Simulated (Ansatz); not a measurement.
# ZrNH+ (quartet): from a generated start to a stationary point

Where does this start of ZrNH+ (quartet) end when it is relaxed?

Method: UKS PBE0/def2-TZVP; program: Ansatz 0.2.0, Gaussian basis.

## (1) The starting structure

3 atoms, charge 1, spin multiplicity 4.

Atoms are counted from 1 here; the program's logs count them from 0.

Bond lengths: Zr1–N2 2.098 Å, N2–H3 1.051 Å. Angles: Zr1–N2–H3 126.6°.

The start was built by rule and, where that kept it together, relaxed with GFN2-xTB. Sticks and bond lists go by distance. No spin-orbit coupling is included. Elements past krypton take def2 core potentials.

## (2) The run

Contents of in.yaml:

```yaml
crystal:
  periodic: [false, false, false]
  atoms:
    - {symbol: Zr, position_ang: [-0.302518, -0.007816, -0.000504]}
    - {symbol: N, position_ang: [1.795859, -0.009109, 0.003239]}
    - {symbol: H, position_ang: [2.423604, 0.833981, 0.000608]}
basis:
  gaussian: {orbitals: def2-TZVP}
total_charge: 1
magnetization: {spin_polarized: true, initial_magnetization: 3}
hamiltonian: {xc: pbe0}
relax: {f_tol: 0.004, max_steps: 80}
```

Command:

```
$ ansatz run in.yaml --threads 1 --pin off --events-out ev --progress --plain --max-ram 2176MiB
```

Before running it: what results should come out? Wanted: energy gained; shift from the start; total energy; ⟨S²⟩.

As calculated:

```
                  quantity          value
                     steps              7
             energy gained       0.463 eV
shift from the start (rms)        0.296 Å
              total energy  -2774.5842 eV
                      ⟨S²⟩          3.753
```

In words: The bonds of the start are those of the end. Zr1–N2 went from 2.098 to 1.930 Å. No vibrations were run, so this is a stationary point, not a proven minimum, and this spin need not be the ground state's.
